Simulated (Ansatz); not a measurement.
# C5H9ClO: the cost of one run

Program: Ansatz 0.2.0. Level of theory: RHF/def2-SVP. These are calculated values, not measurements.

**1. The structure to begin with**

Bond lengths (14 of 15 bonds, heavy atoms first): C1–C2 1.347 Å, C2–O3 1.377 Å, C2–C4 1.560 Å, C4–C5 1.562 Å, C5–C6 1.518 Å, C5–Cl7 1.811 Å, C1–H8 1.034 Å, C1–H9 1.056 Å, O3–H10 1.004 Å, C4–H11 1.048 Å, C4–H12 1.061 Å, C5–H13 1.095 Å, C6–H14 1.072 Å, C6–H15 1.070 Å. Angles (14 of 25 angles, heavy atoms first): C1–C2–O3 117.7°, C1–C2–C4 123.5°, O3–C2–C4 118.5°, C2–C4–C5 111.6°, C4–C5–C6 117.1°, C4–C5–Cl7 110.2°, C6–C5–Cl7 109.9°, C2–C1–H8 120.7°, C2–C1–H9 118.9°, C2–O3–H10 109.5°, C2–C4–H11 108.0°, C2–C4–H12 108.5°, C5–C4–H11 110.3°, C5–C4–H12 106.8°.

As a file:

```xyz
16

C     0.1308   -2.1810   -0.7772
C     0.2886   -1.2731    0.2059
O    -0.1717   -1.6027    1.4612
C     1.0870    0.0562    0.0319
C     0.1823    1.3054    0.2766
C    -1.1053    1.3946   -0.5222
Cl   -0.1758    1.4803    2.0437
H    -0.3907   -3.0580   -0.6067
H     0.4148   -1.9229   -1.7611
H    -0.0140   -0.8341    2.0877
H     1.8846    0.0460    0.7109
H     1.4269    0.1162   -0.9709
H     0.7483    2.2100    0.0304
H    -0.9147    1.2920   -1.5725
H    -1.6099    2.3252   -0.3690
H    -1.8042    0.6233   -0.2244
```

**2. End point A**

The input, input.yaml:

```yaml
crystal:
  periodic: [false, false, false]
  atoms:
    - { symbol: C, position_ang: [0.1308, -2.181, -0.7772] }
    - { symbol: C, position_ang: [0.2886, -1.2731, 0.2059] }
    - { symbol: O, position_ang: [-0.1717, -1.6027, 1.4612] }
    - { symbol: C, position_ang: [1.087, 0.0562, 0.0319] }
    - { symbol: C, position_ang: [0.1823, 1.3054, 0.2766] }
    - { symbol: C, position_ang: [-1.1053, 1.3946, -0.5222] }
    - { symbol: Cl, position_ang: [-0.1758, 1.4803, 2.0437] }
    - { symbol: H, position_ang: [-0.3907, -3.058, -0.6067] }
    - { symbol: H, position_ang: [0.4148, -1.9229, -1.7611] }
    - { symbol: H, position_ang: [-0.014, -0.8341, 2.0877] }
    - { symbol: H, position_ang: [1.8846, 0.046, 0.7109] }
    - { symbol: H, position_ang: [1.4269, 0.1162, -0.9709] }
    - { symbol: H, position_ang: [0.7483, 2.21, 0.0304] }
    - { symbol: H, position_ang: [-0.9147, 1.292, -1.5725] }
    - { symbol: H, position_ang: [-1.6099, 2.3252, -0.369] }
    - { symbol: H, position_ang: [-1.8042, 0.6233, -0.2244] }
basis:
  gaussian: { orbitals: def2-SVP }
hamiltonian:
  xc: hf
relax:
  f_tol: 0.015
  max_steps: 40
output:
  orbitals: {}
```

Launch:

```
$ ansatz run input.yaml --threads 2 --pin off --max-ram 3072MiB --backend cpu --events-out ev --progress --plain --runs-dir out
```

What time and memory should one allow on 2 threads of Intel Xeon Platinum 8488C (Sapphire Rapids), shared host?

About 24 s, with a peak of 0.45 GiB.
